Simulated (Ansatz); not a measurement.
# CH3BrMgO, SMILES C[O][Mg][Br]: vertical spin-state energies

Program: Ansatz 0.2.0, Python API.

Notebook, run cell by cell (the value of a cell's last expression is shown):

```python
import warnings

import ansatz as az
```

```python
BASIS_SET = "def2-SVPD"
FUNCTIONAL = "r2scan"
```

```python
GEOMETRY = """
C     0.75060    0.80820    0.17980
O     0.96210   -0.50200    0.37920
Mg   -0.76490   -1.42710   -0.14380
Br   -2.81270   -2.59440   -0.78110
H     0.44810    1.01040   -0.91660
H    -0.14910    1.18480    0.80450
H     1.62700    1.45220    0.43230
"""
```

```python
warnings.simplefilter("ignore", az.DeckWarning)
```

```python
geometry = az.Crystal.molecule()
for line in GEOMETRY.strip().splitlines():
    symbol, *xyz = line.split()
    geometry = geometry.atom(symbol, [float(v) for v in xyz])
```

```python
calc = (
    geometry.calculation()
    .basis(gaussian=BASIS_SET)
    .functional(FUNCTIONAL)
)
found = {}
for unpaired in [0, 2]:
    report = calc.spin("collinear", total=unpaired).run(threads=1).report
    s = unpaired / 2
    found[unpaired] = report["free_energy_ev"]
    print(f"2S+1 = {unpaired + 1}: E = {found[unpaired]:.5f} eV, <S^2> = {abs(report['mean_field']['state']['spin_squared']):.3f} (pure state {s * (s + 1):.2f})")
lowest = min(found, key=found.get)
for unpaired, e in found.items():
    print(f"multiplicity {unpaired + 1}: {23.060548 * (e - found[lowest]):.1f} kcal/mol above the lowest")
```

    2S+1 = 1: E = -78610.77187 eV, <S^2> = 0.000 (pure state 0.00)
    2S+1 = 3: E = -78607.42167 eV, <S^2> = 2.006 (pure state 2.00)
    multiplicity 1: 0.0 kcal/mol above the lowest
    multiplicity 3: 77.3 kcal/mol above the lowest

In order: multiplicity 1 (+0.00 eV) and multiplicity 3 (+3.35 eV), all at the one geometry.

Notes:
- Total energies depend on the basis set; only differences at equal settings carry meaning.
- The geometry is a force-field or estimated start, not a minimum of this method, and the basis set is short of its limit. All parts are taken at fixed geometry, without zero-point energy.
- Finished in 110 s on 1 thread of Arm Neoverse V2, on a shared host, peak memory 0.45 GiB.

(Lines on the test bed's own set-up are left out of the output.)
